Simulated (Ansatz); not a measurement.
# FH3S2Si: the cost of one run

All numbers below are computed with Ansatz 0.2.0 (RHF/cc-pVDZ).

**1. The starting structure**

Bond lengths: F1–Si2 1.599 Å, Si2–S3 2.108 Å, Si2–S4 2.108 Å, Si2–H5 1.498 Å, S3–H6 1.337 Å, S4–H7 1.364 Å. Angles: F1–Si2–S3 107.9°, F1–Si2–S4 113.3°, F1–Si2–H5 107.8°, S3–Si2–S4 108.3°, S3–Si2–H5 110.9°, S4–Si2–H5 108.7°, Si2–S3–H6 96.7°, Si2–S4–H7 94.9°.

As a file:

```xyz
7

F    -0.9719   -1.2947    0.2928
Si    0.0612   -0.1435   -0.1134
S     1.0538    0.4824    1.6381
S    -0.8636    1.5373   -0.9870
H     1.0296   -0.7240   -1.0983
H     1.3764   -0.7379    2.0792
H    -1.6243    0.8125   -1.8570
```

**2. Relaxing the start**

File input.yaml:

```yaml
crystal:
  periodic: [false, false, false]
  atoms:
    - { symbol: F, position_ang: [-0.9719, -1.2947, 0.2928] }
    - { symbol: Si, position_ang: [0.0612, -0.1435, -0.1134] }
    - { symbol: S, position_ang: [1.0538, 0.4824, 1.6381] }
    - { symbol: S, position_ang: [-0.8636, 1.5373, -0.987] }
    - { symbol: H, position_ang: [1.0296, -0.724, -1.0983] }
    - { symbol: H, position_ang: [1.3764, -0.7379, 2.0792] }
    - { symbol: H, position_ang: [-1.6243, 0.8125, -1.857] }
basis:
  gaussian: { orbitals: cc-pVDZ }
hamiltonian:
  xc: hf
relax:
  f_tol: 0.02
  max_steps: 40
scf:
  lower_state_search: "off"
output:
  orbitals: {}
```

Launch:

```console
> ansatz run input.yaml --threads 1 --pin off --max-ram 2048MiB --backend cpu --events-out ev --progress --plain --runs-dir out
```

What time and memory should one allow on 1 thread of an Arm CPU, shared host?

About 22 s, with a peak of 0.16 GiB.
